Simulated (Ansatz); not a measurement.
This script for an SCF with some post-processing of La2O3, space group P-3m1 with Ansatz 0.2.0 through its Python package holds a mistake.

Script `la2o3_report.py`:
```python
"""Electronic structure of La2O3, looked at from several sides."""

from collections import Counter
from pathlib import Path
import sys

import ansatz
import numpy as np
from pymatgen.core import Structure
from pymatgen.core import Lattice, Structure
from pymatgen.io.ase import AseAtomsAdaptor


def main() -> None:
    pmg_structure = Structure(
        Lattice([[3.93077788, 0.0, 0.0], [-1.96538894, 3.4041535, 0.0], [0.0, 0.0, 6.11195352]]),
        ["La", "La", "O", "O", "O"],
        [
            [2 / 3, 1 / 3, 0.75376432],
            [1 / 3, 2 / 3, 0.24623568],
            [2 / 3, 1 / 3, 0.35410935],
            [1 / 3, 2 / 3, 0.64589065],
            [0.0, 0.0, 0.0],
        ],
    )
    xtal = ansatz.Crystal.from_ase(AseAtomsAdaptor.get_atoms(pmg_structure))

    job = (
        xtal
        .functional("pbe")
        .occupations(ansatz.OccupationsMethod.FIXED)
        .kpoints(spacing=0.4)
        .basis(420)
        .compute(potential_components=True, bader_charges=True)
        .cutoff_correction(756)
    )
    try:
        result = job.run(threads=1)
    except ansatz.NonConvergedError as error:
        sys.exit(f"no convergence: {error}")
    except ansatz.RefusalError as error:
        sys.exit(f"input refused: {error}")
    data = result.report

    n_atoms = len(data["lattice"]["sites"])
    print("F =", round(data["free_energy_ev"], 4), "eV for", n_atoms, "atoms")
    print("E(sigma -> 0) =", round(data["energy_sigma0_ev"], 4), "eV, TS =", round(data["entropy_ts_ev"], 5), "eV")
    print("closed by", data["closed_by"], "after", data["n_iterations"], "iterations")

    folder = Path(result.write_results("parts"))
    text = (folder / "v_comp_z.tsv").read_text().splitlines()
    rows = np.array([line.split() for line in text if not line.startswith("#")], dtype=float)
    print(text[0])
    print(np.array2string(rows[:: max(len(rows) // 12, 1)], precision=3, suppress_small=True))

    final = Structure(result.lattice.cell_ang, [s.symbol for s in result.lattice.sites], [s.position_frac for s in result.lattice.sites])
    # first shell of each atom, within 15 % of its shortest distance
    for index, site in enumerate(final):
        near = final.get_neighbors(site, 4.5)
        edge = 1.15 * min(n.nn_distance for n in near)
        shell = Counter((round(n.nn_distance, 2), n.specie.symbol) for n in near if n.nn_distance < edge)
        print(f"{index:2d} {site.specie.symbol:2s}", ", ".join(f"{count} {symbol} at {d:.2f}" for (d, symbol), count in sorted(shell.items())))

    # estimate of what a larger basis would gain, without a second SCF
    estimate = data.get("cutoff_correction")
    if estimate:
        print("towards {} eV the energy would change by {:.2f} meV/atom".format(estimate["reference_ecutwfc_ev"], 1000 * estimate["energy_ev"] / len(result.lattice.sites)))

    charges = result.bader_charges()
    for atom in charges.atoms:
        print(f"Bader charge {atom.symbol:2s} {atom.partial_charge_e:+.3f} e")


if __name__ == "__main__":
    main()
```

```console
$ python la2o3_report.py
Traceback (most recent call last):
  File "la2o3_report.py", line 75, in <module>
    main()
    ~~~~^^
  File "la2o3_report.py", line 30, in main
    .functional("pbe")
     ^^^^^^^^^^
AttributeError: 'Crystal' object has no attribute 'functional'
$ echo $?
1
```

Why does it end like this?

The fault: settings are called on the crystal, without .calculation(). The correction:

```diff
--- before
+++ after
@@ -28,3 +28,3 @@
     job = (
-        xtal
+        xtal.calculation()
         .functional("pbe")
```

With that change:

```console
$ python la2o3_report.py
F = -14212.0602 eV for 5 atoms
E(sigma -> 0) = -14212.0602 eV, TS = 0.0 eV
closed by deck_thresholds after 7 iterations
# z_ang	v_loc[eV]	v_h[eV]	v_xc[eV]
[[  0.     14.095  -5.977  -9.566]
 [  0.407  15.393  -6.576  -9.686]
 [  0.815  10.931  -4.594 -10.106]
 [  1.222   1.003   1.191 -11.186]
 [  1.63   -7.047   7.452 -12.313]
 [  2.037  -9.345   9.215 -12.394]
 [  2.445   4.328   2.24  -10.263]
 [  2.852  18.584  -5.939  -7.974]
 [  3.26   18.584  -5.939  -7.974]
 [  3.667   4.328   2.24  -10.263]
 [  4.075  -9.345   9.215 -12.394]
 [  4.482  -7.047   7.452 -12.313]
 [  4.89    1.003   1.191 -11.186]
 [  5.297  10.931  -4.594 -10.106]
 [  5.704  15.393  -6.576  -9.686]]
 0 La 3 O at 2.36, 1 O at 2.44
 1 La 3 O at 2.36, 1 O at 2.44
 2 O  3 La at 2.36, 1 La at 2.44
 3 O  3 La at 2.36, 1 La at 2.44
 4 O  6 La at 2.72
towards 756.0 eV the energy would change by -3.73 meV/atom
Bader charge La +2.014 e
Bader charge La +2.014 e
Bader charge O  -1.319 e
Bader charge O  -1.319 e
Bader charge O  -1.390 e
```

Notes:
- Total energies depend on the potentials; only differences at equal settings carry meaning.
- This cell is a computed structure, which may not be the phase found in nature.
- Run time: 23 s on 1 thread of Arm Neoverse V2, on a shared host, peak memory 0.45 GiB.

(Lines on the test bed's own set-up are left out of the output.)
